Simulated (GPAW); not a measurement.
# HfGe (Pm-3m) in GPAW: settings compared

Aim: see how the results for HfGe move with the level of theory and the settings. Levels: AM05, PBEsol. Tasks: single point.

Program: GPAW 26.7.0. These are calculated values, not measurements. Logs are shortened: lines on timing, memory, paths and dates and some standing lists are left out, and cuts for length are marked. The log counts tension as positive stress, the text compression.

## Step 1: The crystal as given

Symmetry: Pm-3m, No. 221, cubic system. Conventional cell: a = 3.501 Å, b = 3.501 Å, c = 3.501 Å, α = 90.00°, β = 90.00°, γ = 90.00°. Hf (site symmetry m-3m) has 8 Ge at 3.03 Å as nearest neighbours. Ge (site symmetry m-3m) is surrounded by 8 Hf at 3.03 Å.

The cell was built by a generator and needn't be a form met in nature.

## Step 2: Single point, AM05

run.py

```python
from ase import Atoms
from ase.dft.bandgap import bandgap
from ase.io import write
from ase.units import GPa
from gpaw import GPAW, PW, setup_paths

setup_paths.insert(0, '.')

atoms = Atoms(['Hf', 'Ge'],
              cell=[[3.50083787, 0.0, 0.0],
                    [0.0, 3.50083787, 0.0],
                    [0.0, 0.0, 3.50083787]],
              scaled_positions=[[0.0, 0.0, 0.0],
                                [0.5, 0.5, 0.5]],
              pbc=True)

calc = GPAW(mode=PW(600),
            xc='AM05',
            kpts={'size': (8, 8, 8), 'gamma': True},
            occupations={'name': 'fermi-dirac', 'width': 0.05},
            nbands=18,
            convergence={'density': 1e-05, 'energy': 1e-05},
            maxiter=150,
            txt='gpaw.txt')
atoms.calc = calc
energy = atoms.get_potential_energy()
forces = atoms.get_forces()
stress = atoms.get_stress()
calc.write('gs.gpw')
write('result.traj', atoms)
print(f'Energy: {energy:.6f} eV')
print('Forces (eV/A):')
print(forces.round(4))
print('Stress (GPa):', (stress / GPa).round(3))
print('Fermi level:', round(calc.get_fermi_level(), 4), 'eV')
print(f'Gap: {bandgap(calc)[0]:.4f} eV, direct: {bandgap(calc, direct=True)[0]:.4f} eV')
```

Potentials or basis: PAW data sets generated in the run's folder for this functional, pw.

Started as:

```
gpaw-setup -f AM05 Ge Hf
OMP_NUM_THREADS=1 python run.py
```

gpaw.txt:

```text
__  _  _
 | _ |_)|_||  |
 |__||  | ||/\| - 26.7.0

Input parameters:
  mode=PW(ecut=600.0),
  convergence={'density': 1e-05, 'energy': 1e-05},
  kpts=MonkhorstPack(size=(8, 8, 8), gamma=True),
  maxiter=150,
  nbands=18,
  occupations=Occupations(name='fermi-dirac', width=0.05),
  xc=XC(name='AM05')

Diagonalizing LCAO Hamiltonian
Converting LCAO to pw mode
   .--------.
  /|        |
 * |        |
 | |  Ge    |
 | .--------.
 |/        /
 Hf-------*

Atoms  # Å, Bohr magnetons
|   | symbol |        x |        y |        z |    initial magnetic moments |
|---|--------|----------|----------|----------|-----------------------------|
| 0 |     Hf | 0.000000 | 0.000000 | 0.000000 | ( 0.0000,  0.0000,  0.0000) |
| 1 |     Ge | 1.750419 | 1.750419 | 1.750419 | ( 0.0000,  0.0000,  0.0000) |

Unit cell  # Å
| periodic |        x |        y |        z |  lengths |    angles |
|----------|----------|----------|----------|----------|-----------|
|      yes | 3.500838 | 0.000000 | 0.000000 | 3.500838 | 90.000000 |
|      yes | 0.000000 | 3.500838 | 0.000000 | 3.500838 | 90.000000 |
|      yes | 0.000000 | 0.000000 | 3.500838 | 3.500838 | 90.000000 |

Number of symmetries: 48
Symmetry operations  # r_c * U_cc + t_c -> r_c
|    | kind |            matrix            |
|----|------|------------------------------|
|  0 |  E   |  1, 0, 0,  0, 1, 0,  0, 0, 1 |
|  1 |  σ   |  1, 0, 0,  0, 1, 0,  0, 0,-1 |
|  2 |  σ   |  1, 0, 0,  0, 0, 1,  0, 1, 0 |
|  3 |  C4  |  1, 0, 0,  0, 0, 1,  0,-1, 0 |
|  4 |  C4  |  1, 0, 0,  0, 0,-1,  0, 1, 0 |
|  5 |  σ   |  1, 0, 0,  0, 0,-1,  0,-1, 0 |
|  6 |  σ   |  1, 0, 0,  0,-1, 0,  0, 0, 1 |
|  7 |  C2  |  1, 0, 0,  0,-1, 0,  0, 0,-1 |
|  8 |  σ   |  0, 1, 0,  1, 0, 0,  0, 0, 1 |
|  9 |  C2  |  0, 1, 0,  1, 0, 0,  0, 0,-1 |
| 10 |  C3  |  0, 1, 0,  0, 0, 1,  1, 0, 0 |
| 11 |  S6  |  0, 1, 0,  0, 0, 1, -1, 0, 0 |
| 12 |  S6  |  0, 1, 0,  0, 0,-1,  1, 0, 0 |
| 13 |  C3  |  0, 1, 0,  0, 0,-1, -1, 0, 0 |
| 14 |  C4  |  0, 1, 0, -1, 0, 0,  0, 0, 1 |
| 15 |  S4  |  0, 1, 0, -1, 0, 0,  0, 0,-1 |
| 16 |  C3  |  0, 0, 1,  1, 0, 0,  0, 1, 0 |
| 17 |  S6  |  0, 0, 1,  1, 0, 0,  0,-1, 0 |
| 18 |  σ   |  0, 0, 1,  0, 1, 0,  1, 0, 0 |
| 19 |  C4  |  0, 0, 1,  0, 1, 0, -1, 0, 0 |
| 20 |  C2  |  0, 0, 1,  0,-1, 0,  1, 0, 0 |
| 21 |  S4  |  0, 0, 1,  0,-1, 0, -1, 0, 0 |
| 22 |  S6  |  0, 0, 1, -1, 0, 0,  0, 1, 0 |
| 23 |  C3  |  0, 0, 1, -1, 0, 0,  0,-1, 0 |
| 24 |  S6  |  0, 0,-1,  1, 0, 0,  0, 1, 0 |
| 25 |  C3  |  0, 0,-1,  1, 0, 0,  0,-1, 0 |
| 26 |  C4  |  0, 0,-1,  0, 1, 0,  1, 0, 0 |
| 27 |  σ   |  0, 0,-1,  0, 1, 0, -1, 0, 0 |
| 28 |  S4  |  0, 0,-1,  0,-1, 0,  1, 0, 0 |
| 29 |  C2  |  0, 0,-1,  0,-1, 0, -1, 0, 0 |
| 30 |  C3  |  0, 0,-1, -1, 0, 0,  0, 1, 0 |
| 31 |  S6  |  0, 0,-1, -1, 0, 0,  0,-1, 0 |
| 32 |  C4  |  0,-1, 0,  1, 0, 0,  0, 0, 1 |
| 33 |  S4  |  0,-1, 0,  1, 0, 0,  0, 0,-1 |
| 34 |  S6  |  0,-1, 0,  0, 0, 1,  1, 0, 0 |
| 35 |  C3  |  0,-1, 0,  0, 0, 1, -1, 0, 0 |
| 36 |  C3  |  0,-1, 0,  0, 0,-1,  1, 0, 0 |
| 37 |  S6  |  0,-1, 0,  0, 0,-1, -1, 0, 0 |
| 38 |  σ   |  0,-1, 0, -1, 0, 0,  0, 0, 1 |
| 39 |  C2  |  0,-1, 0, -1, 0, 0,  0, 0,-1 |
| 40 |  σ   | -1, 0, 0,  0, 1, 0,  0, 0, 1 |
| 41 |  C2  | -1, 0, 0,  0, 1, 0,  0, 0,-1 |
| 42 |  C2  | -1, 0, 0,  0, 0, 1,  0, 1, 0 |
[... 70 lines left out ...]
    |   6s |  2.000 |      -5.050 |    1.397 |
    |   5p |  6.000 |     -35.616 |    1.307 |
    |   6p |  0.000 |      -1.329 |    1.307 |
    |   5d |  2.000 |      -2.680 |    1.334 |
    |    d |        |      24.531 |    1.334 |

    Using partial waves for Hf as LCAO basis

  Ge:
    name:    Germanium
    Z:       32.0
    valence: 4
    core:    28
    charge:  0.0  # [|e|]
    compensation charges:
      type: gauss
      rc: 0.32  # [Å]
      lmax: 2
    cutoffs:
      filter: 1.77  # [Å]
      core: 3.42  # [Å]
    projectors
    | kind |    occ | energy [eV] | rcut [Å] |
    |------|--------|-------------|----------|
    |   4s |  2.000 |     -11.693 |    1.005 |
    |   4p |  2.000 |      -3.855 |    1.005 |
    |    s |        |      15.518 |    1.005 |
    |    p |        |      23.357 |    1.005 |
    |    d |        |       0.000 |    1.005 |

    Using partial waves for Ge as LCAO basis

Reference energy: -466672.853237  # eV

eigensolver:
  PPCG
  Converge bands: occupied
  niter=2

density mixing:
  MSR1-Mixer
  Pratt-step length: 0.05
  Maximum mixing coefficient: 0.75
  Old densities: 10
  SVD Regularization: 0.005
  Good broyden scale: 1.0
  Trust region scale: 1.0
  Backstep threshold: 4.0
  History deletion threshold: 6.0
  Fourier metric: weight=20.0, sigma=0.015

occupation numbers:
  Fermi-Dirac:
    width: 0.0500  # eV

poisson solver:
  ecut: 4800.0  # eV

xc functional:
  name: AM05 with 2 nearest neighbor stencil

convergence criteria:
- Maximum integral of absolute [dens]ity change: 1e-05 electrons / valence electron
- Maximum [total energy] change in last 3 cyles: 1e-05 eV / valence electron
- Maximum integral of absolute [eigenst]ate change: 4e-08 eV^2 / valence electron
maximum number of iterations: 150

SCF iterations
|iter     | |      energy | eigst |  dens |
|---------|-|-------------|-------|-------|
|iter:   1| |  -13.140793 | -0.42 |       |
|iter:   2| |  -13.078452 | -2.75 | -1.15 |
|iter:   3| |  -12.876975 | -1.79 | -1.19 |
|iter:   4| |  -12.877619 | -3.10 | -1.74 |
|iter:   5| |  -12.878284 | -3.68 | -2.13 |
|iter:   6| |  -12.878388 | -4.90 | -2.86 |
|iter:   7| |  -12.878367c| -6.54 | -3.61 |
|iter:   8| |  -12.878370c| -8.00c| -4.31 |
|iter:   9| |  -12.878370c| -8.44c| -5.10c|

Converged in 9 steps
Energy contributions relative to reference atoms: (reference = -466672.853237)

Energy contributions:
  Kinetic:          -3.556653
  Coulomb:           2.255291
  Zero:             -0.484455
  External:          0.000000
  Xc:              -11.078492
  Entropy:          -0.028122
  Spinorbit:         0.000000
  ----------------------------
  Free energy:     -12.892430
  Extrapolated:    -12.878370

dipole moment: (-12.710298, -12.710298, -12.710298)  # |e|*Ang

Fermi level: 8.420
Eigenvalues  # (at kpt = [0.000, 0.000, 0.000])
| band index |      eig [eV] | occ [0-2] |
|------------|---------------|-----------|
|          0 |       -54.050 |     2.000 |
|          1 |       -22.736 |     2.000 |
|          2 |       -22.736 |     2.000 |
|          3 |       -22.736 |     2.000 |
|          4 |        -2.255 |     2.000 |
|          5 |         7.215 |     2.000 |
|          6 |         7.215 |     2.000 |
|          7 |        10.073 |     0.000 |
|          8 |        10.073 |     0.000 |
|          9 |        10.073 |     0.000 |
|         10 |        11.479 |     0.000 |
|         11 |        11.479 |     0.000 |
|         12 |        11.479 |     0.000 |
|         13 |        12.086 |     0.000 |
|         14 |        18.891 |     0.000 |
|        ... |               |           |
|         17 |        23.199 |     0.000 |

No gap
No difference between direct/indirect transitions

Forces  # eV/Ang
|        x |        y |        z |
|----------|----------|----------|
|  0.00000 | -0.00000 |  0.00000 |  # Hf   0
| -0.00000 | -0.00000 | -0.00000 |  # Ge   1

Stress tensor  # eV/Ang^3
|         x |         y |        z |
|-----------|-----------|----------|
|  0.095186 | -0.000000 | 0.000000 |
| -0.000000 |  0.095186 | 0.000000 |
|  0.000000 |  0.000000 | 0.095186 |

# Writing to gs.gpw (mode='')
```

Wall time 18 s (1 thread of Arm Neoverse V1, shared host); peak memory 0.16 GiB.

Results:

- Free energy: -12.8924 eV
- Pressure: -15.3 GPa
- Band gap on the k mesh: none (metal or under the smearing width)

## Step 3: Single point, PBEsol

Changes to run.py since step 2:

```diff
@@ -17,3 +17,3 @@
 calc = GPAW(mode=PW(600),
-            xc='AM05',
+            xc='PBEsol',
             kpts={'size': (8, 8, 8), 'gamma': True},
```

Potentials or basis: PAW data sets generated in the run's folder for this functional, pw.

Started as:

```
gpaw-setup -f PBEsol Ge Hf
OMP_NUM_THREADS=1 python run.py
```

It took 18 s on 1 thread of Arm Neoverse V1, shared host; peak memory 0.16 GiB.

It converged, with:

- Free energy: -13.3433 eV
- Pressure: -15.0 GPa
- Band gap on the k mesh: none (metal or under the smearing width)

Levels at points of the mesh, in eV from the Fermi level:
| k point | band 4 | band 5 | band 6 | band 7 | band 8 | band 9 | band 10 | band 11 | band 12 | band 13 |
| --- | --- | --- | --- | --- | --- | --- | --- | --- | --- | --- |
| (0.00, 0.00, 0.00) | -31.12 | -10.67 | -1.19 | -1.19 | 1.65 | 1.65 | 1.65 | 3.04 | 3.04 | 3.04 |
| (0.50, 0.00, 0.00) | -31.10 | -8.47 | -5.79 | -0.42 | -0.35 | -0.35 | 3.31 | 4.26 | 6.42 | 6.50 |
| (0.50, 0.50, 0.00) | -31.09 | -7.93 | -2.75 | -2.75 | -1.75 | 1.46 | 1.46 | 3.23 | 3.63 | 4.56 |
| (0.50, 0.50, 0.50) | -31.24 | -5.90 | -3.73 | -3.73 | -3.73 | 3.17 | 3.17 | 3.17 | 4.69 | 4.69 |

Spin-orbit coupling is left out, which matters for the levels of Hf.
